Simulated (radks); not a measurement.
# Cs²⁺ in [Kr] 4d10 5s2 5p5: an all-electron calculation

Wanted: eigenvalues, radial structure and energy terms of the caesium ion Cs2+.

Method: scalar-relativistic Kohn-Sham, PBEsol, spin-polarised, spherical densities, finite nucleus; open shells are filled with parallel spins first. Code: radks (a radial shooting solver on a logarithmic mesh, Libxc functionals) version 1.

### Step 1. The atom as given

| Quantity | Value |
| --- | --- |
| element | caesium (Z = 55) |
| charge | +2 |
| electrons | 53 |
| configuration | [Kr] 4d10 5s2 5p5 |
| nuclear rms radius | 4.8041 fm |

Outer shells as boxes (Hund's rule):

Cs²⁺
```
[Kr] core
4d [↑↓][↑↓][↑↓][↑↓][↑↓]
5s [↑↓]
5p [↑↓][↑↓][↑ ]
```

### Step 2. The run

Settings of this run:

```text
Z 55
configuration [Kr] 4d10 5s2 5p5
relativity scalar-relativistic
functional pbe_sol,pbe_sol
spin polarised
nucleus finite rms 4.8041 fm
c 137.035999084
```

On the command line:

```sh
> python run_ks.py task.json out
```

The same process makes all the runs of this session.

Q: Predict the outcome of this run.

**Answer**, as computed:

```
                        quantity                     value
                    total energy        -7782.5073 hartree
exchange-correlation share of it                    2.42 %
                            −T/E                    1.0535
          highest occupied level       5p down, -28.390 eV
    most extended occupied level  5p down, <r> = 1.99 bohr
 radius at density 0.001 e/bohr³                 3.80 bohr
    maxima of the radial density                         4
         ionisation energy, NIST     33.195 (semi-emp.) eV
```

The radial density shows 4 maxima for 5 occupied principal shells; where shells overlap, one shows as a shoulder or not at all. Relativity lifts −T/E to 1.053. The top level binds by 28.390 eV, 86 % of the NIST ionisation energy of 33.195 eV; the potential of a semilocal functional falls off too fast, so its top eigenvalue is too shallow. Open shells are spherical and high-spin; term and fine-structure splittings are not resolved. Spin-orbit splitting is averaged out at the scalar-relativistic level.
